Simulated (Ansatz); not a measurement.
**CH7OSi2 radical: one species, many methods**

Aim: compute CH7OSi2 radical with functionals from several rungs and with coupled cluster, and see how far each lands from CCSD(T) at the basis-set limit for the atomisation energy.

Program: Ansatz 0.2.0, Gaussian basis. Level of theory: functionals in def2-TZVPP, the program's frozen cores in correlated methods. These are calculated values, not measurements.

Levels to be run: LDA (SPW92), PBE-D4, revPBE-D4, BLYP-D4, r2SCAN-D4, B97M-V, PBE0-D4, B3LYP-D4, r2SCANh-D4, r2SCAN0-D4, HSE06-D4, BHLYP-D4, CAM-B3LYP-D4, LC-ωPBE, ωB97X-V, ωB97M-V, B2PLYP, PBE-QIDH; CCSD(T)/def2-SVP; CCSD(T)/def2-TZVPP; MP2/def2-QZVPP; extrapolation to the limit; RPA on PBE.

**1. The relaxed structure**

All runs share one geometry, relaxed beforehand with PBE0-D4 in a triple-zeta def2 set.

SMILES `CO[SiH][SiH3]`, 11 atoms, charge 0, spin multiplicity 2.

Atoms are counted from 1 here; the program's logs count them from 0.

Bond lengths: C1–O2 1.409 Å, C1–H5 1.096 Å, C1–H6 1.095 Å, C1–H7 1.091 Å, O2–Si3 1.649 Å, Si3–Si4 2.335 Å, Si3–H8 1.501 Å, Si4–H9 1.486 Å, Si4–H10 1.490 Å, Si4–H11 1.488 Å. Angles: O2–C1–H5 111.6°, O2–C1–H6 110.8°, O2–C1–H7 108.3°, H5–C1–H6 108.7°, H5–C1–H7 108.7°, H6–C1–H7 108.6°, C1–O2–Si3 124.3°, O2–Si3–Si4 108.5°, O2–Si3–H8 108.7°, Si4–Si3–H8 113.7°, Si3–Si4–H9 109.5°, Si3–Si4–H10 113.5°, Si3–Si4–H11 107.4°, H9–Si4–H10 108.6°, H9–Si4–H11 108.9°, H10–Si4–H11 108.9°.

**2. LDA**

This LDA is Slater exchange with PW92 correlation.

in.yaml reads:

```yaml
crystal:
  periodic: [false, false, false]
  atoms:
    - {symbol: C, position_ang: [0.471696, 2.202439, -0.221220]}
    - {symbol: O, position_ang: [-0.032028, 0.981857, 0.270834]}
    - {symbol: Si, position_ang: [-0.447134, -0.302187, -0.677129]}
    - {symbol: Si, position_ang: [-0.539153, -2.213427, 0.661614]}
    - {symbol: H, position_ang: [1.181697, 2.044735, -1.041207]}
    - {symbol: H, position_ang: [-0.340665, 2.843505, -0.578351]}
    - {symbol: H, position_ang: [0.986604, 2.713779, 0.594046]}
    - {symbol: H, position_ang: [0.535432, -0.403147, -1.807805]}
    - {symbol: H, position_ang: [-1.604426, -2.050145, 1.685288]}
    - {symbol: H, position_ang: [0.744749, -2.515421, 1.354932]}
    - {symbol: H, position_ang: [-0.891369, -3.358988, -0.220602]}
basis:
  gaussian: {orbitals: def2-TZVPP}
magnetization: {spin_polarized: true, initial_magnetization: 1}
hamiltonian: {xc: lda}
output: {orbitals: {seedname: orbitals}}
```

On the command line:

```
$ ansatz run in.yaml --threads 2 --pin off --events-out ev --progress --plain --max-ram 22528MiB --backend cpu
```

Further steps of the session: PBE-D4 (GGA); revPBE-D4 (GGA); BLYP-D4 (GGA); r2SCAN-D4 (meta-GGA); B97M-V (meta-GGA); B3LYP-D4 (hybrid); r2SCANh-D4 (hybrid); r2SCAN0-D4 (hybrid); HSE06-D4 (hybrid); BHLYP-D4 (hybrid); CAM-B3LYP-D4 (range-separated); LC-ωPBE (range-separated); ωB97X-V (range-separated); ωB97M-V (range-separated); B2PLYP (double hybrid); PBE-QIDH (double hybrid); CCSD(T) in def2-SVP; CCSD(T) in def2-TZVPP; MP2 in def2-QZVPP; RPA on PBE orbitals.

**Question.** What will the summary of the whole plan be? Wanted: atomisation energy, CCSD(T)/CBS; farthest beyond LDA; mean size of error, GGA; mean size of error, meta-GGA; mean size of error, hybrid; mean size of error, range-separated; mean size of error, double hybrid; gap, smallest and largest; T1 diagnostic.

The runs gave:

| quantity | value |
| --- | --- |
| atomisation energy, CCSD(T)/CBS | 37.319 eV |
| functionals within 0.187 eV (0.5 %) | BLYP-D4, r2SCAN-D4, B97M-V, B3LYP-D4, r2SCANh-D4, ωB97M-V |
| farthest beyond LDA | BHLYP-D4 (-0.746 eV) |
| mean size of error, GGA | 0.285 eV |
| mean size of error, meta-GGA | 0.146 eV |
| mean size of error, hybrid | 0.267 eV |
| mean size of error, range-separated | 0.182 eV |
| mean size of error, double hybrid | 0.462 eV |
| gap, smallest and largest | 1.00 eV (LDA (SPW92)), 8.24 eV (LC-ωPBE) |
| T1 diagnostic | 0.0154 |
| triples share of the correlation energy | 3.5 % |

What this shows: The LDA atomisation energy is off by 4.741 eV (13 %): it overbinds. PBE-D4 is off by +0.215 eV. Double hybrids carry the basis error of their MP2 part in triple zeta, and no dispersion term here, so their miss is partly the set-up's. The rungs meta-GGA, range-separated miss on average by less than the doubt on the reference (0.187 eV), so they tie. Misses under about 0.187 eV are within the doubt on the reference itself, which lacks core-valence correlation, relativity and higher excitations. Hartree-Fock recovers 74 % of the binding; the rest is correlation. CCSD(T) in def2-SVP is off by -2.448 eV, more than most functionals: a good method in a small basis is no reference. Orbital gaps span 1.0 to 8.2 eV; exact exchange widens them.
